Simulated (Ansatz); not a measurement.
# AsH+ (doublet): wave-function methods side by side, cc-pVTZ

Aim: climb from Hartree-Fock through coupled cluster and multireference methods for AsH+ (doublet) at one geometry and basis, and see what each rung misses.

Program: Ansatz 0.2.0, Gaussian basis. Level of theory: cc-pVTZ, core rule «outside noble gas», up to 14 orbitals frozen. These are calculated values, not measurements.

The runs, in order: UHF; CCSD(T) on ROHF; CCSD(T) on UHF; BCCD(T) on ROHF; CISD; CCSDT(Q) on ROHF; CCSDT(Q) on UHF; CASSCF and MRCISD+Q, 5 electrons in 5 orbitals; CASSCF and NEVPT2, 5 electrons in 5 orbitals; Full CI.

8 further runs of the same task are left out: 4 that didn't finish, 4 set aside as unsound or not needed.

### 1 The system

The geometry is a PBE0/def2-TZVP stationary point (not a proven minimum) of the parent state, kept for this charge and spin. No spin-orbit coupling is included. The filled d shell of As may be among the frozen orbitals whatever the setting's name suggests; the logs give the count.

2 atoms, charge 1, spin multiplicity 2.

Atoms are counted from 1 here; the program's logs count them from 0.

Bond lengths: As1–H2 1.641 Å.

### 2 UHF

The input, in.yaml:

```yaml
crystal:
  periodic: [false, false, false]
  atoms:
    - {symbol: As, position_ang: [0.000000, 0.000000, 0.000000]}
    - {symbol: H, position_ang: [0.000000, 0.000000, 1.641400]}
basis:
  gaussian: {orbitals: cc-pVTZ}
total_charge: 1
magnetization: {spin_polarized: true, initial_magnetization: 1}
hamiltonian: {xc: hf}
output: {orbitals: {seedname: orbitals}}
```

On the command line:

```
$ ansatz run in.yaml --threads 1 --pin off --events-out ev --progress --plain --max-ram 2393MiB
```

Further steps of the session: CCSD(T) on ROHF; CCSD(T) on UHF; BCCD(T) on ROHF; CISD; CCSDT(Q) on ROHF; CCSDT(Q) on UHF; CASSCF and MRCISD+Q, 5 electrons in 5 orbitals; CASSCF and NEVPT2, 5 electrons in 5 orbitals; Full CI.

Q: Predict the results of all the runs planned. Wanted: FCI below the RHF energy; RMP2 from FCI; UMP2 from FCI; RCCSD from FCI; RCCSD(T) from FCI; UCCSD(T) from FCI; RCCSDT(Q) from FCI; UCCSDT(Q) from FCI; NEVPT2 valence from FCI.

As calculated:

| quantity | value |
| --- | --- |
| FCI below the RHF energy | -3.0532 eV |
| RMP2 from FCI | +16.09 kcal/mol |
| UMP2 from FCI | +16.27 kcal/mol |
| RCCSD from FCI | +2.17 kcal/mol |
| RCCSD(T) from FCI | +0.42 kcal/mol |
| UCCSD(T) from FCI | +0.33 kcal/mol |
| RCCSDT(Q) from FCI | 0.00 kcal/mol |
| UCCSDT(Q) from FCI | -0.10 kcal/mol |
| NEVPT2 valence from FCI | +11.61 kcal/mol |
| MRCISD+Q valence from FCI | +0.06 kcal/mol |
| levels within 1 kcal/mol (43 meV) | RCCSD(T), UCCSD(T), BCCD(T), RCCSDT, UCCSDT, RCCSDT(Q), UCCSDT(Q), MRCISD+Q valence |
| T1 diagnostic | 0.020 |
| effectively unpaired electrons | 1.05 |

In words: RCCSD(T) misses by +0.42 kcal/mol, 0.6 % of the correlation energy. UCCSDT, UCCSDT(Q) fall below full CI: unrestricted runs freeze a spin-polarised core, another one than full CI's, and coupled cluster isn't variational. One determinant dominates. Of the multireference levels listed MRCISD+Q valence comes nearest in total energy (+0.06 kcal/mol), which doesn't show that its space is the better one. These misses are within one basis, not against nature; the frozen cores of restricted and unrestricted runs differ, which can shift their rows.
